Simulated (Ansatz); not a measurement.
# H7NOSi2Zn: one molecule under many settings

Aim: run H7NOSi2Zn under a spread of inputs, and see what each costs and gives.

Computed with Ansatz 0.2.0, Gaussian basis. Level: the settings change from run to run.

### Step 1. The molecule

An earlier PBE0-D4 in a triple-zeta def2 set relaxation fixed the geometry.

12 atoms, charge 0, spin multiplicity 1.

Atoms are counted from 1 here; the program's logs count them from 0.

Bond lengths: O1–Zn2 1.766 Å, O1–H6 0.959 Å, Zn2–N3 1.822 Å, N3–Si4 1.724 Å, N3–Si5 1.724 Å, Si4–H7 1.491 Å, Si4–H8 1.490 Å, Si4–H9 1.491 Å, Si5–H10 1.491 Å, Si5–H11 1.490 Å, Si5–H12 1.490 Å. Angles: Zn2–O1–H6 115.4°, O1–Zn2–N3 176.1°, Zn2–N3–Si4 118.3°, Zn2–N3–Si5 118.3°, Si4–N3–Si5 123.4°, N3–Si4–H7 111.9°, N3–Si4–H8 112.0°, N3–Si4–H9 108.6°, H7–Si4–H8 107.5°, H7–Si4–H9 108.4°, H8–Si4–H9 108.4°, N3–Si5–H10 108.6°, N3–Si5–H11 111.9°, N3–Si5–H12 112.0°, H10–Si5–H11 108.4°, H10–Si5–H12 108.4°, H11–Si5–H12 107.5°.

### Step 2. r2SCAN50/6-31G*

This run has atoms shaken by 0.03 Å, D4 dispersion, high accuracy, the search for lower states set to off.

File in.yaml:

```yaml
crystal:
  periodic: [false, false, false]
  atoms:
    - {symbol: O, position_ang: [0.105550, 3.404998, 0.741126]}
    - {symbol: Zn, position_ang: [-0.000819, 1.661738, 0.363160]}
    - {symbol: N, position_ang: [0.069408, -0.136726, 0.037468]}
    - {symbol: Si, position_ang: [-1.123913, -1.107634, 0.814317]}
    - {symbol: Si, position_ang: [1.193040, -0.711478, -1.087286]}
    - {symbol: H, position_ang: [-0.404965, 3.963956, 0.204262]}
    - {symbol: H, position_ang: [-2.000338, -1.775628, -0.085845]}
    - {symbol: H, position_ang: [-0.481293, -2.125162, 1.755244]}
    - {symbol: H, position_ang: [-1.984931, -0.273900, 1.719385]}
    - {symbol: H, position_ang: [1.988034, 0.324607, -1.631879]}
    - {symbol: H, position_ang: [0.513782, -1.456156, -2.238295]}
    - {symbol: H, position_ang: [2.122810, -1.667934, -0.455937]}
basis:
  gaussian: {orbitals: "6-31G*"}
hamiltonian: {xc: {name: r2SCAN50}, dispersion: d4}
accuracy: high
scf: {lower_state_search: off}
```

Started as:

```console
ansatz run in.yaml --threads 4 --pin off --events-out ev --progress --plain --max-ram 11315MiB
```

Log:

```text
Functional definition: r2SCAN50
  name "r2SCAN50"
  cite "Bursch, Neugebauer, Ehlert & Grimme, J. Chem. Phys. 156, 134105 (2022) doi:10.1063/5.0086040"
  cite "Furness, Kaplan, Ning, Perdew & Sun, J. Phys. Chem. Lett. 11, 8208 (2020) doi:10.1021/acs.jpclett.0c02405"
  cite "Furness, Kaplan, Ning, Perdew & Sun, J. Phys. Chem. Lett. 11, 9248 (2020) doi:10.1021/acs.jpclett.0c03077"
  parent r2scan
  parameter a = 0.5
  parameter k0 = 0.174
  parameter k1 = 0.065
  parameter a1 = 4.9479
  exchange = (1 - a)*r2scan_x(k0 = k0, k1 = k1, a1 = a1) + a*exact_x
  correlation = r2scan_c
these checks for a lower state are left out or cut short: stability, starts, cluster_reference, orbital_swaps, neighbouring_geometries, increment
2558 factors; integrals over basis functions are off by at most 9.4e-9 eV
mean field evaluation 1: about -67802.5298 eV, gradient 6.7e1 eV
mean field evaluation 2: about -67796.9753 eV, gradient 8.5e1 eV
mean field evaluation 4: about -67810.5677 eV, gradient 2.1e0 eV
mean field evaluation 8: about -67811.1075 eV, gradient 2.7e-1 eV
mean field evaluation 16: about -67811.1078 eV, gradient 9.8e-5 eV
mean field -67811.10775138 eV, -2492.0122458435 hartree, gradient 1.8e-8 eV, S^2 0.000000; 0 other end points of the search recorded, 0 dependent functions left out
reference -67811.10775219 eV, -2492.0122458734 hartree; 40, 40 occupied and 78, 78 virtual orbitals, 2558 factors
Total energy: -67811.20930419 eV, -2492.0159778405 hartree
Checks for a lower state left out: stability, starts, cluster_reference, orbital_swaps, neighbouring_geometries, increment
```

It took 2.5 s on 4 threads of AMD EPYC 9R45, shared host; peak memory 0.51 GiB.

### Step 3. B2GP-PLYP/cc-pVTZ

This run has charge +1, multiplicity 2, atoms shaken by 0.08 Å, high accuracy.

File in.yaml:

```yaml
crystal:
  periodic: [false, false, false]
  atoms:
    - {symbol: O, position_ang: [0.158289, 3.387842, 0.682296]}
    - {symbol: Zn, position_ang: [-0.071642, 1.755312, 0.362379]}
    - {symbol: N, position_ang: [-0.118024, 0.006799, 0.021095]}
    - {symbol: Si, position_ang: [-1.281829, -1.090411, 0.878424]}
    - {symbol: Si, position_ang: [1.227383, -0.634026, -0.993325]}
    - {symbol: H, position_ang: [-0.525695, 3.905207, 0.051843]}
    - {symbol: H, position_ang: [-2.085939, -1.959890, -0.188120]}
    - {symbol: H, position_ang: [-0.533899, -2.267830, 1.622756]}
    - {symbol: H, position_ang: [-2.093090, -0.326715, 1.566528]}
    - {symbol: H, position_ang: [2.128188, 0.495726, -1.455247]}
    - {symbol: H, position_ang: [0.722390, -1.432048, -2.282437]}
    - {symbol: H, position_ang: [2.086810, -1.590798, -0.410389]}
basis:
  gaussian: {orbitals: cc-pVTZ}
total_charge: 1
magnetization: {spin_polarized: true, initial_magnetization: 1}
hamiltonian: {xc: {name: B2GP-PLYP}}
accuracy: high
output: {forces: true}
```

The command is unchanged.

Log:

```text
Functional definition: B2GP-PLYP
  name "B2GP-PLYP"
  cite "Karton, Tarnopolsky, Lamère, Schatz & Martin, J. Phys. Chem. A 112, 12868 (2008) doi:10.1021/jp801805p"
  cite "Becke, Phys. Rev. A 38, 3098 (1988) doi:10.1103/PhysRevA.38.3098"
  cite "Lee, Yang & Parr, Phys. Rev. B 37, 785 (1988) doi:10.1103/PhysRevB.37.785"
  parameter a = 0.65
  parameter c = 0.36
  exchange = (1 - a)*b88_x + a*exact_x
  correlation = (1 - c)*lyp_c + c*(mp2_os + mp2_ss)
5276 factors; integrals over basis functions are off by at most 2.0e-8 eV
mean field evaluation 1: about -67769.3385 eV, gradient 6.2e1 eV
mean field evaluation 2: about -67769.5273 eV, gradient 6.2e1 eV
mean field evaluation 4: about -67781.8824 eV, gradient 2.3e1 eV
mean field evaluation 8: about -67784.6596 eV, gradient 1.7e0 eV
mean field evaluation 16: about -67784.7290 eV, gradient 2.6e-2 eV
mean field evaluation 32: about -67784.7290 eV, gradient 1.5e-5 eV
mean field -67784.72898435 eV, -2491.0428440355 hartree, gradient 4.7e-8 eV, S^2 0.763157; 2 other end points of the search recorded, 0 dependent functions left out
17 core orbitals not correlated, not the lowest: weight in the atoms' cores, before any rotation towards them, 1.000 or more for the frozen orbitals, at most 0.000 for the correlated occupied ones
reference -67784.72901042 eV, -2491.0428449934 hartree; 23, 22 occupied and 254, 255 virtual orbitals, 5276 factors
second order -48.31793652 eV of doubles, -0.00000000 eV of singles
the calculation of the forces begins
Total energy: -67802.12346757 eV, -2491.6820795032 hartree
Atom 0 at     0.158289     3.387842     0.682296 Å, force    -2.415545     3.566722    -2.028214 eV/Å
Atom 1 at    -0.071642     1.755312     0.362379 Å, force    -0.048290     0.223413    -0.006464 eV/Å
Atom 2 at    -0.118024     0.006799     0.021095 Å, force     0.152446    -2.849408    -0.055056 eV/Å
Atom 3 at    -1.281829    -1.090411     0.878424 Å, force     1.997254    -5.054403    -2.868892 eV/Å
Atom 4 at     1.227383    -0.634026    -0.993325 Å, force     0.316381     0.168682    -3.189453 eV/Å
Atom 5 at    -0.525695     3.905207     0.051843 Å, force     2.463310    -1.363167     2.330306 eV/Å
Atom 6 at    -2.085939    -1.959890    -0.188120 Å, force     0.881947     1.213556     0.755443 eV/Å
Atom 7 at    -0.533899    -2.267830     1.622756 Å, force    -0.358759     1.533172    -0.538346 eV/Å
Atom 8 at    -2.093090    -0.326715     1.566528 Å, force    -2.512257     2.606295     2.465317 eV/Å
Atom 9 at     2.128188     0.495726    -1.455247 Å, force    -0.825689    -0.250809     0.401577 eV/Å
Atom 10 at     0.722390    -1.432048    -2.282437 Å, force    -0.056851     1.078914     1.427766 eV/Å
Atom 11 at     2.086810    -1.590798    -0.410389 Å, force     0.406051    -0.872967     1.306016 eV/Å
Dipole moment:    -0.337413    -0.760134    -0.204126 e Å
```

Run time: 75 s. Hardware: 4 threads of AMD EPYC 9R45, shared host; peak memory 3.8 GiB.

Largest force 6.145 eV/Å, ⟨S²⟩ 0.763.

### Step 4. RPA/aug-pcseg-2

File in.yaml:

```yaml
crystal:
  periodic: [false, false, false]
  atoms:
    - {symbol: O, position_ang: [0.104152, 3.377118, 0.746336]}
    - {symbol: Zn, position_ang: [0.036450, 1.657946, 0.347134]}
    - {symbol: N, position_ang: [0.046851, -0.135649, 0.026357]}
    - {symbol: Si, position_ang: [-1.109642, -1.118376, 0.844087]}
    - {symbol: Si, position_ang: [1.195860, -0.757838, -1.098197]}
    - {symbol: H, position_ang: [-0.443277, 3.947448, 0.204034]}
    - {symbol: H, position_ang: [-1.999563, -1.838532, -0.110397]}
    - {symbol: H, position_ang: [-0.460076, -2.142331, 1.710067]}
    - {symbol: H, position_ang: [-1.954334, -0.241225, 1.704485]}
    - {symbol: H, position_ang: [2.003022, 0.377651, -1.629581]}
    - {symbol: H, position_ang: [0.534821, -1.443159, -2.244890]}
    - {symbol: H, position_ang: [2.122636, -1.738154, -0.465436]}
basis:
  gaussian: {orbitals: aug-pcseg-2}
hamiltonian: {xc: {name: HF}}
correlation: {method: rpa}
```

The command is unchanged.

Log:

```text
Functional definition: HF
  name "HF"
  cite "Fock, Z. Phys. 61, 126 (1930) doi:10.1007/BF01340294"
  parent pbe
  exchange = exact_x
  correlation = 0
2828 factors; integrals over basis functions are off by at most 5.5e-4 eV
mean field evaluation 1: about -67728.0843 eV, gradient 5.6e1 eV
mean field evaluation 2: about -67728.4168 eV, gradient 5.7e1 eV
mean field evaluation 4: about -67734.8837 eV, gradient 5.8e0 eV
mean field evaluation 8: about -67734.9818 eV, gradient 5.9e-1 eV
mean field -67734.98297015 eV, -2489.2147117325 hartree, gradient 2.1e-6 eV, S^2 0.000000; 0 other end points of the search recorded, 0 dependent functions left out
17 core orbitals not correlated, not the lowest: weight in the atoms' cores, before any rotation towards them, 1.000 or more for the frozen orbitals, at most 0.000 for the correlated occupied ones
reference -67734.98297015 eV, -2489.2147117325 hartree; 23, 23 occupied and 394, 394 virtual orbitals, 2828 factors
Total energy: -67778.42796162 eV, -2490.8112857210 hartree
```

It took 10 s on 4 threads of AMD EPYC 9R45, shared host; peak memory 2.9 GiB.

### Step 5. rPW86-PBE/aug-pcseg-2

Set apart from the defaults: unrestricted orbitals, atoms shaken by 0.03 Å, D3(BJ) with three-body dispersion.

File in.yaml:

```yaml
crystal:
  periodic: [false, false, false]
  atoms:
    - {symbol: O, position_ang: [0.058370, 3.400940, 0.758687]}
    - {symbol: Zn, position_ang: [0.013948, 1.673039, 0.334662]}
    - {symbol: N, position_ang: [0.070926, -0.116442, 0.052862]}
    - {symbol: Si, position_ang: [-1.139699, -1.075492, 0.802922]}
    - {symbol: Si, position_ang: [1.207338, -0.767345, -1.067391]}
    - {symbol: H, position_ang: [-0.462845, 3.975871, 0.173428]}
    - {symbol: H, position_ang: [-1.980197, -1.829899, -0.088516]}
    - {symbol: H, position_ang: [-0.515686, -2.127002, 1.738001]}
    - {symbol: H, position_ang: [-1.955558, -0.259906, 1.667112]}
    - {symbol: H, position_ang: [1.962835, 0.388371, -1.660176]}
    - {symbol: H, position_ang: [0.503228, -1.442641, -2.181820]}
    - {symbol: H, position_ang: [2.099781, -1.737827, -0.455513]}
basis:
  gaussian: {orbitals: aug-pcseg-2}
magnetization: {spin_polarized: true, initial_magnetization: 0}
hamiltonian: {xc: {name: rPW86-PBE}, dispersion: d3bjatm}
```

Same command.

Log:

```text
Functional definition: rPW86-PBE
  name "rPW86-PBE"
  cite "Murray, Lee & Langreth, J. Chem. Theory Comput. 5, 2754 (2009) doi:10.1021/ct900365q"
  cite "Perdew, Burke & Ernzerhof, Phys. Rev. Lett. 77, 3865 (1996) doi:10.1103/PhysRevLett.77.3865"
  parent pbe
  exchange = rpw86_x
  correlation = pbe_c
1981 factors; their error is unknown
mean field evaluation 1: about -67849.5421 eV, gradient 9.4e1 eV
mean field evaluation 2: about -67676.3700 eV, gradient 2.0e2 eV
mean field evaluation 4: about -67870.5283 eV, gradient 4.4e1 eV
mean field evaluation 8: about -67876.6503 eV, gradient 2.6e-1 eV
mean field evaluation 16: about -67876.6138 eV, gradient 2.8e-3 eV
mean field -67876.61384165 eV, -2494.4195502593 hartree, gradient 1.6e-5 eV, S^2 0.000000; 0 other end points of the search recorded, 0 dependent functions left out
reference -67876.61404431 eV, -2494.4195577068 hartree; 40, 40 occupied and 394, 394 virtual orbitals, 1981 factors
Total energy: -67876.91649798 eV, -2494.4306726742 hartree
```

Wall time 12 s (4 threads of AMD EPYC 9R45, shared host); peak memory 1.4 GiB.

⟨S²⟩ 0.000.

### Step 6. SVWN5/pcseg-2

File in.yaml:

```yaml
crystal:
  periodic: [false, false, false]
  atoms:
    - {symbol: O, position_ang: [0.104152, 3.377118, 0.746336]}
    - {symbol: Zn, position_ang: [0.036450, 1.657946, 0.347134]}
    - {symbol: N, position_ang: [0.046851, -0.135649, 0.026357]}
    - {symbol: Si, position_ang: [-1.109642, -1.118376, 0.844087]}
    - {symbol: Si, position_ang: [1.195860, -0.757838, -1.098197]}
    - {symbol: H, position_ang: [-0.443277, 3.947448, 0.204034]}
    - {symbol: H, position_ang: [-1.999563, -1.838532, -0.110397]}
    - {symbol: H, position_ang: [-0.460076, -2.142331, 1.710067]}
    - {symbol: H, position_ang: [-1.954334, -0.241225, 1.704485]}
    - {symbol: H, position_ang: [2.003022, 0.377651, -1.629581]}
    - {symbol: H, position_ang: [0.534821, -1.443159, -2.244890]}
    - {symbol: H, position_ang: [2.122636, -1.738154, -0.465436]}
basis:
  gaussian: {orbitals: pcseg-2}
hamiltonian: {xc: {name: SVWN5}}
output: {forces: true}
```

The command is unchanged.

Log:

```text
Functional definition: SVWN5
  name "SVWN5"
  cite "Dirac, Proc. Camb. Phil. Soc. 26, 376 (1930) doi:10.1017/S0305004100016108"
  cite "Slater, Phys. Rev. 81, 385 (1951) doi:10.1103/PhysRev.81.385"
  cite "Vosko, Wilk & Nusair, Can. J. Phys. 58, 1200 (1980) doi:10.1139/p80-159"
  exchange = slater_x
  correlation = vwn5_c
1639 factors; their error is unknown
mean field evaluation 1: about -67638.2454 eV, gradient 1.3e2 eV
mean field evaluation 2: about -67484.6857 eV, gradient 2.8e2 eV
mean field evaluation 4: about -67658.0872 eV, gradient 5.4e1 eV
mean field evaluation 8: about -67662.8431 eV, gradient 2.7e-1 eV
mean field evaluation 16: about -67662.7795 eV, gradient 3.6e-3 eV
mean field -67662.77953999 eV, -2486.5612846155 hartree, gradient 5.2e-5 eV, S^2 0.000000; 0 other end points of the search recorded, 0 dependent functions left out
the calculation of the forces begins
reference -67662.77960168 eV, -2486.5612868826 hartree; 40, 40 occupied and 242, 242 virtual orbitals, 1639 factors
Total energy: -67662.77960168 eV, -2486.5612868826 hartree
Atom 0 at     0.104152     3.377118     0.746336 Å, force     0.346521    -0.976348     0.229299 eV/Å
Atom 1 at     0.036450     1.657946     0.347134 Å, force    -0.003572     0.017933    -0.001334 eV/Å
Atom 2 at     0.046851    -0.135649     0.026357 Å, force    -0.002322     0.541489     0.097273 eV/Å
Atom 3 at    -1.109642    -1.118376     0.844087 Å, force     0.112881     0.155295    -0.065127 eV/Å
Atom 4 at     1.195860    -0.757838    -1.098197 Å, force    -0.107870     0.119969     0.123112 eV/Å
Atom 5 at    -0.443277     3.947448     0.204034 Å, force    -0.345937     0.301835    -0.353623 eV/Å
Atom 6 at    -1.999563    -1.838532    -0.110397 Å, force    -0.077965    -0.071132    -0.112287 eV/Å
Atom 7 at    -0.460076    -2.142331     1.710067 Å, force     0.081125    -0.104343     0.080743 eV/Å
Atom 8 at    -1.954334    -0.241225     1.704485 Å, force    -0.067394     0.084864     0.071965 eV/Å
Atom 9 at     2.003022     0.377651    -1.629581 Å, force     0.064054     0.105263    -0.040343 eV/Å
Atom 10 at     0.534821    -1.443159    -2.244890 Å, force    -0.084611    -0.071136    -0.107905 eV/Å
Atom 11 at     2.122636    -1.738154    -0.465436 Å, force     0.085091    -0.103690     0.078227 eV/Å
Dipole moment:    -0.182736     0.081589    -0.201231 e Å
```

Run time: 1 s. Hardware: 4 threads of AMD EPYC 9R45, shared host; peak memory 0.41 GiB.

Largest force 1.061 eV/Å, dipole 1.36 D.

### Step 7. r2SCAN/cc-pVTZ-DK

This run has high accuracy.

Changes to in.yaml since step 6:

```diff
@@ -16,4 +16,4 @@
 basis:
-  gaussian: {orbitals: pcseg-2}
-hamiltonian: {xc: {name: SVWN5}}
-output: {forces: true}
+  gaussian: {orbitals: cc-pVTZ-DK}
+hamiltonian: {xc: {name: r2SCAN}}
+accuracy: high
```

The command is unchanged.

Log:

```text
Functional definition: r2SCAN
  name "r2SCAN"
  cite "Furness, Kaplan, Ning, Perdew & Sun, J. Phys. Chem. Lett. 11, 8208 (2020) doi:10.1021/acs.jpclett.0c02405"
  cite "Furness, Kaplan, Ning, Perdew & Sun, J. Phys. Chem. Lett. 11, 9248 (2020) doi:10.1021/acs.jpclett.0c03077"
  parent r2scan
  parameter k0 = 0.174
  parameter k1 = 0.065
  parameter a1 = 4.9479
  exchange = r2scan_x(k0 = k0, k1 = k1, a1 = a1)
  correlation = r2scan_c
5236 factors; integrals over basis functions are off by at most 1.6e-8 eV
mean field evaluation 1: about -68293.8776 eV, gradient 1.1e2 eV
mean field evaluation 2: about -68193.4502 eV, gradient 2.4e2 eV
mean field evaluation 4: about -68308.8256 eV, gradient 3.6e1 eV
mean field evaluation 8: about -68311.2353 eV, gradient 1.0e0 eV
mean field evaluation 16: about -68311.2381 eV, gradient 4.3e-5 eV
mean field -68311.23812585 eV, -2510.3916981049 hartree, gradient 4.2e-8 eV, S^2 0.000000; 0 other end points of the search recorded, 0 dependent functions left out
reference -68311.23812722 eV, -2510.3916981552 hartree; 40, 40 occupied and 254, 254 virtual orbitals, 5236 factors
Total energy: -68311.23812722 eV, -2510.3916981552 hartree
Relativity: scalar
```

Run time: 11 s. Hardware: 4 threads of AMD EPYC 9R45, shared host; peak memory 2.6 GiB.

### Step 8. PBE0/6-31G

Options: a point charge of 1.00 e beside it, D3(BJ) dispersion.

Changes to in.yaml since step 7:

```diff
@@ -16,4 +16,4 @@
 basis:
-  gaussian: {orbitals: cc-pVTZ-DK}
-hamiltonian: {xc: {name: r2SCAN}}
-accuracy: high
+  gaussian: {orbitals: 6-31G, point_charges: [{charge: 1.00, position_ang: [6.820, 0.000, 0.681]}]}
+hamiltonian: {xc: {name: PBE0}, dispersion: d3bj}
+output: {forces: true}
```

Same command.

Log:

```text
Functional definition: PBE0
  name "PBE0"
  cite "Adamo & Barone, J. Chem. Phys. 110, 6158 (1999) doi:10.1063/1.478522"
  cite "Perdew, Burke & Ernzerhof, Phys. Rev. Lett. 77, 3865 (1996) doi:10.1103/PhysRevLett.77.3865"
  parent pbe
  parameter a = 0.25
  parameter kappa = 0.804
  parameter beta = 0.06672455060314922
  exchange = (1 - a)*pbe_x(kappa = kappa, mu = beta*pi^2/3) + a*exact_x
  correlation = pbe_c(beta = beta)
1003 factors; integrals over basis functions are off by at most 2.4e-4 eV
mean field evaluation 1: about -67784.7567 eV, gradient 8.2e1 eV
mean field evaluation 2: about -67745.1099 eV, gradient 1.5e2 eV
mean field evaluation 4: about -67796.6665 eV, gradient 1.4e1 eV
mean field evaluation 8: about -67797.2793 eV, gradient 6.5e-1 eV
mean field evaluation 16: about -67797.2801 eV, gradient 2.6e-5 eV
mean field -67797.28005388 eV, -2491.5040873333 hartree, gradient 2.7e-5 eV, S^2 0.000000; 0 other end points of the search recorded, 0 dependent functions left out
the calculation of the forces begins
reference -67797.28009459 eV, -2491.5040888292 hartree; 40, 40 occupied and 47, 47 virtual orbitals, 1003 factors
Total energy: -67797.55077162 eV, -2491.5140360266 hartree
Atom 0 at     0.104152     3.377118     0.746336 Å, force     0.279767    -0.783748     0.019966 eV/Å
Atom 1 at     0.036450     1.657946     0.347134 Å, force    -0.067620    -0.439429     0.065714 eV/Å
Atom 2 at     0.046851    -0.135649     0.026357 Å, force     0.406233     1.913725     0.261354 eV/Å
Atom 3 at    -1.109642    -1.118376     0.844087 Å, force    -0.989105    -0.660784     0.578170 eV/Å
Atom 4 at     1.195860    -0.757838    -1.098197 Å, force     0.158577    -0.305176    -0.687455 eV/Å
Atom 5 at    -0.443277     3.947448     0.204034 Å, force    -0.307808     0.701511    -0.187585 eV/Å
Atom 6 at    -1.999563    -1.838532    -0.110397 Å, force    -0.166263    -0.154614    -0.195745 eV/Å
Atom 7 at    -0.460076    -2.142331     1.710067 Å, force     0.173023    -0.235663     0.206716 eV/Å
Atom 8 at    -1.954334    -0.241225     1.704485 Å, force    -0.141827     0.155187     0.168411 eV/Å
Atom 9 at     2.003022     0.377651    -1.629581 Å, force     0.304694     0.243875    -0.128345 eV/Å
Atom 10 at     0.534821    -1.443159    -2.244890 Å, force    -0.020673    -0.164277    -0.256244 eV/Å
Atom 11 at     2.122636    -1.738154    -0.465436 Å, force     0.389702    -0.269637     0.152042 eV/Å
Dipole moment:    -0.424641     0.024466    -0.282579 e Å
```

Run time: 0.85 s. Hardware: 4 threads of AMD EPYC 9R45, shared host.

Largest force 1.974 eV/Å, dipole 2.45 D.

### Step 9. The runs in one table

```csv
level,charge,multiplicity,geometry,functions,energy (eV),time
r2SCAN50/6-31G*,0,1,shaken,118,-67811.209,2.5 s
B2GP-PLYP/cc-pVTZ,1,2,shaken,294,-67802.123,75 s
RPA/aug-pcseg-2,0,1,relaxed,434,-67778.428,10 s
rPW86-PBE/aug-pcseg-2,0,1,shaken,434,-67876.916,12 s
SVWN5/pcseg-2,0,1,relaxed,282,-67662.780,1 s
r2SCAN/cc-pVTZ-DK,0,1,relaxed,294,-68311.238,11 s
PBE0/6-31G,0,1,"relaxed, point charge",87,-67797.551,0.85 s
```

### Step 10. Outcome

| quantity | value |
| --- | --- |
| runs | 7 |
| quickest | PBE0/6-31G, 0.85 s |
| slowest | B2GP-PLYP/cc-pVTZ, 75 s |
| spread of total energies, same state and geometry | 648.5 eV |

In words: Run time spans a factor of 88, from PBE0/6-31G to B2GP-PLYP/cc-pVTZ. The jobs differ in tasks and options as well as level. Total energies at one charge and spin differ by 648 eV between levels, so only differences within one level mean anything. Some of these runs are scalar-relativistic and others not, which shifts the totals of all-electron atoms past neon by several eV an atom and more; core potentials, where a basis has them, take the core out of the total altogether. At the PBE0-D4/def2-TZVP geometry and in the same state, the sound runs without point charges leave forces up to 1.06 eV/Å (SVWN5/pcseg-2).
